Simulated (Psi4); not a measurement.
# Two attempts at InH3Cl− ([InClH3]-)

Aim: the energy of InH3Cl− ([InClH3]-) at MP2/def2-SVP (density fitting, core potential, density fitting for correlation, ddCOSMO tetrahydrofuran).

The results are computed with Psi4 1.11.

6 further runs of the same task are left out: 2 that didn't finish, 4 set aside as unsound or not needed.

**1. The structure to begin with**

InH3Cl− has 5 atoms, charge -1, and is taken as a singlet. SMILES: `[H][In-]([H])([H])[Cl]`. Geometry: a GFN2-xTB relaxation, a rough one for these elements and not checked as a minimum.

Bond lengths: In1–Cl2 2.339 Å, In1–H3 1.697 Å, In1–H4 1.696 Å, In1–H5 1.697 Å. Angles: Cl2–In1–H3 106.6°, Cl2–In1–H4 106.7°, Cl2–In1–H5 106.7°, H3–In1–H4 111.9°, H3–In1–H5 112.2°, H4–In1–H5 112.2°.

**2. Try one**

File job.in:

```
memory 1600 mb

molecule system {
  -1 1
  In    -0.002150     0.000620    -0.175700
  Cl    -0.468090     1.410990    -0.645940
  H      1.620790     0.013380    -0.670930
  H     -0.818090     1.410990    -0.645940
  H     -0.813350    -1.404640    -0.671060
  symmetry c1
}

set {
  basis           def2-SVP
  scf_type        df
  num_frozen_docc 9
  mp2_type        df
  ddx             true
  ddx_model       cosmo
  ddx_solvent     tetrahydrofuran
  ddx_radii_set   uff
}

e_tot, wfn = energy('mp2', return_wfn=True)
```

Launch:

```sh
$ psi4 job.in job.out -n 1
```

job.out:

```text
[...]
    !!!  WARNING: ECP capability is in beta. Please check occupations closely.  !!!
[...]
  Running in c1 symmetry.
[...]
  Nuclear repulsion =  173.924765084260116
[...]
  Multiplicity = 1
[...]
  Nalpha       = 21
  Nbeta        = 21
[...]
    Number of basis functions: 59
[...]
   @DF-RHF iter   1:  -643.76409114700391    3.03855e+00   4.84072e-03 DIIS/ADIIS
[...]
   @DF-RHF iter  14:  -643.83677517127467    0.00000e+00   5.80847e-09 DIIS
[...]
    Orbital Energies [Eh]
    ---------------------
    Doubly Occupied:
       1A   -105.244029     2A    -11.232461     3A     -8.779368
       4A     -8.528692     5A     -8.515241     6A     -5.420376
       7A     -3.716506     8A     -3.656803     9A     -3.654001
      10A     -1.479658    11A     -1.137233    12A     -1.108900
      13A     -1.089445    14A     -1.031121    15A     -1.027381
      16A     -0.754886    17A     -0.652364    18A     -0.630001
      19A     -0.420873    20A     -0.354913    21A     -0.160363
[...]
  @DF-RHF Final Energy:  -643.83677517127467
   => Energetics <=
    Nuclear Repulsion Energy =            173.9247650842601161
    One-Electron Energy =               -1304.3186447736438822
    Two-Electron Energy =                 486.6936154352593462
    DD Solvation Energy =                 -0.1365109171501441
    Total Energy =                       -643.8367751712746667
[...]
 Multipole Moments:
 ------------------------------------------------------------------------------------
     Multipole            Electronic (a.u.)      Nuclear  (a.u.)        Total (a.u.)
 ------------------------------------------------------------------------------------
 L = 1.  Multiply by 2.5417464519 to convert [e a0] to [Debye]
 Dipole X            :          5.5779323           -6.7177480           -1.1398157
 Dipole Y            :        -17.3842288           20.3412966            2.9570677
 Dipole Z            :          5.8213282           -8.7884121           -2.9670839
 Magnitude           :                                                    4.3413150
[...]
```

Run time: 2.8 s. Hardware: 1 thread of AMD EPYC 9R45 (Zen 5), shared host; peak memory 0.21 GiB.

**3. Diagnosis**

The program ended normally, but the settings are unsound, so its numbers aren't properties of the molecule.

The fault: two atoms lie on top of or far too near each other. As the program read them, the closest atoms are 0.35 Å apart, against 1.70 Å in the sound input.

**4. Try two**

File clh3in.inp:

```
memory 1.6 GB

molecule {
  -1 1
  In
  Cl 1 r2
  H 1 r3 2 a3
  H 1 r4 3 a4 2 d4
  H 1 r5 4 a5 3 d5

  r2 = 2.339482
  r3 = 1.696865
  a3 = 106.60595
  r4 = 1.695885
  a4 = 111.90013
  d4 = 116.3316
  r5 = 1.696521
  a5 = 112.20044
  d5 = -127.19058
  symmetry c1
}

set {
  basis def2-SVP
  scf_type df
  num_frozen_docc 9
  mp2_type df
  ddx true
  ddx_model cosmo
  ddx_solvent tetrahydrofuran
  ddx_radii_set uff
}

e = energy("mp2")
```

Launch:

```sh
$ psi4 -n 1 clh3in.inp clh3in.out
```

clh3in.out:

```text
[...]
    !!!  WARNING: ECP capability is in beta. Please check occupations closely.  !!!
[...]
  Running in c1 symmetry.
[...]
  Nuclear repulsion =  109.245152469583431
[...]
  Multiplicity = 1
[...]
  Nalpha       = 21
  Nbeta        = 21
[...]
    Number of basis functions: 59
[...]
   @DF-RHF iter   1:  -650.39636461679129   -1.51740e+00   4.22722e-03 ADIIS/DIIS
[...]
   @DF-RHF iter  10:  -650.42991785999175   -5.45697e-12   1.80159e-09 DIIS
[...]
    Orbital Energies [Eh]
    ---------------------
    Doubly Occupied:
       1A   -104.694870     2A    -10.458123     3A     -7.932638
       4A     -7.930880     5A     -7.930877     6A     -5.314628
       7A     -3.572961     8A     -3.569390     9A     -3.569370
      10A     -1.014035    11A     -0.962940    12A     -0.962910
      13A     -0.953288    14A     -0.953244    15A     -0.939155
      16A     -0.535407    17A     -0.404612    18A     -0.404476
      19A     -0.395711    20A     -0.342358    21A     -0.341672
[...]
  @DF-RHF Final Energy:  -650.42991785999175
   => Energetics <=
    Nuclear Repulsion Energy =            109.2451524695834308
    One-Electron Energy =               -1199.2075787966987264
    Two-Electron Energy =                 439.6083470929524992
    DD Solvation Energy =                 -0.0758386258288245
    Total Energy =                       -650.4299178599916331
[...]
 Multipole Moments:
 ------------------------------------------------------------------------------------
     Multipole            Electronic (a.u.)      Nuclear  (a.u.)        Total (a.u.)
 ------------------------------------------------------------------------------------
 L = 1.  Multiply by 2.5417464519 to convert [e a0] to [Debye]
 Dipole X            :          0.0004533           -0.0065474           -0.0060941
 Dipole Y            :         -0.0157709            0.0071165           -0.0086544
 Dipole Z            :        -32.0805317           31.6860425           -0.3944892
 Magnitude           :                                                    0.3946311
[...]
```

Run time: 2.5 s. Hardware: 1 thread of AMD EPYC 9R45 (Zen 5), shared host; peak memory 0.22 GiB.

**5. What came out**

Level: MP2/def2-SVP (density fitting, core potential, density fitting for correlation, ddCOSMO tetrahydrofuran).

| quantity | value |
| --- | --- |
| total energy | -650.67750 Eh |
| HOMO energy (Hartree–Fock orbitals) | -9.30 eV |
| LUMO energy (Hartree–Fock orbitals) | 3.42 eV |
| HOMO–LUMO gap (to an unbound level, set by the basis) | 12.72 eV |
| correlation energy (9 core orbitals frozen) | -247.6 mEh |
| solvent term in the energy | -199.1 kJ/mol |

The first attempt's energy was +178.551 eV off this one.
